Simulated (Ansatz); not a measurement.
Cu, space group P6_3/mmc, a check of PAW against all-electron LAPW

Computed with Ansatz 0.2.0 through its Python package.

The script, `paw_lapw_cu.py`:
```python
import ansatz as az
import numpy as np

KGRID = (13, 13, 7)
OCCUPATIONS = "Marzari-Vanderbilt"
SMEARING_WIDTH = 0.15


def count_gap(report):
    # lowest empty less highest filled band, counting bands; zero where they overlap
    return max(report.get("gap_by_band_count_ev") or 0.0, 0.0)

lattice = az.Lattice.of(
    [2.534097, 0.0, 0.0],
    [-1.267048, 2.194592, 0.0],
    [0.0, 0.0, 4.112571],
)
sites = [
    ("Cu", [1 / 3, 2 / 3, 0.25]),
    ("Cu", [2 / 3, 1 / 3, 0.75]),
]
cell = az.Crystal(lattice=lattice)
for symbol, position in sites:
    cell = cell.atom(symbol, position)

calc = (
    cell.calculation()
    .kpoints(*KGRID, center="monkhorst-pack")
    .occupations(OCCUPATIONS, width=SMEARING_WIDTH)
    .functional(az.Functional.PBESOL)
    .mixing("broyden")
    .stress()
    .forces()
    .band_table()
)
variants = {
    "PAW": calc.pseudopotentials("paw"),
    "LAPW": calc.pseudopotentials("all_electron", lapw=True),
}
rows = []
for label, variant in variants.items():
    r = variant.run().report
    levels = np.array(r["eigenvalues_ev"][0]) - r["fermi_energy_ev"]
    print(label, "levels at the first k-point near E_F:", np.round(levels[np.abs(levels) < 5], 3))
    rows.append((label, r["n_electrons"], np.trace(r["stress_gpa"]) / 3, count_gap(r)))
for row in rows:
    print("; ".join(f"{name} = {round(v, 4) if isinstance(v, float) else v}" for name, v in zip(["treatment", "electrons in bands", "P GPa", "gap by band count eV"], row)))
```

```console
$ python paw_lapw_cu.py
DeckWarning: basis.ecutwfc = 420 eV, auto-derived from the records' recommended cutoffs: set by Cu (normal level)
PAW levels at the first k-point near E_F: [-3.044 -3.002 -3.002 -2.775 -2.775 -2.489 -2.489 -1.674 -1.674 -1.072
  4.031]
LAPW levels at the first k-point near E_F: [-3.042 -3.    -3.    -2.773 -2.773 -2.487 -2.487 -1.674 -1.674 -1.071
  4.03 ]
treatment = PAW; electrons in bands = 38.0; P GPa = -1.7929; gap by band count eV = 0.0
treatment = LAPW; electrons in bands = 38.0; P GPa = -1.8003; gap by band count eV = 0.0
```
(Warnings from the package without file and line.)

PAW gives -1.793 GPa and LAPW -1.800 GPa, 0.007 GPa apart. They took 2.6 and 24.2 s of processor time.

Reading the output:
- These settings explore the input space; cutoff and mesh may be short of convergence.
- For a metal this k-point mesh is coarse: on a finer one energies can move by several to tens of meV an atom and pressures by half a GPa or more, differences at one mesh by less.
- A gap by band count of zero or less means overlapping bands, a metal.
- This isn't the structure that Cu takes at ambient conditions.
- Gaps and levels are Kohn-Sham values on a finite set of k-points.
- Pressure is positive in compression; the treatments may keep other shells as core, so totals and counts of electrons can differ.
- The whole script took 28 s on 1 thread of Arm Neoverse V1, with other jobs on the host, peak memory 0.58 GiB.
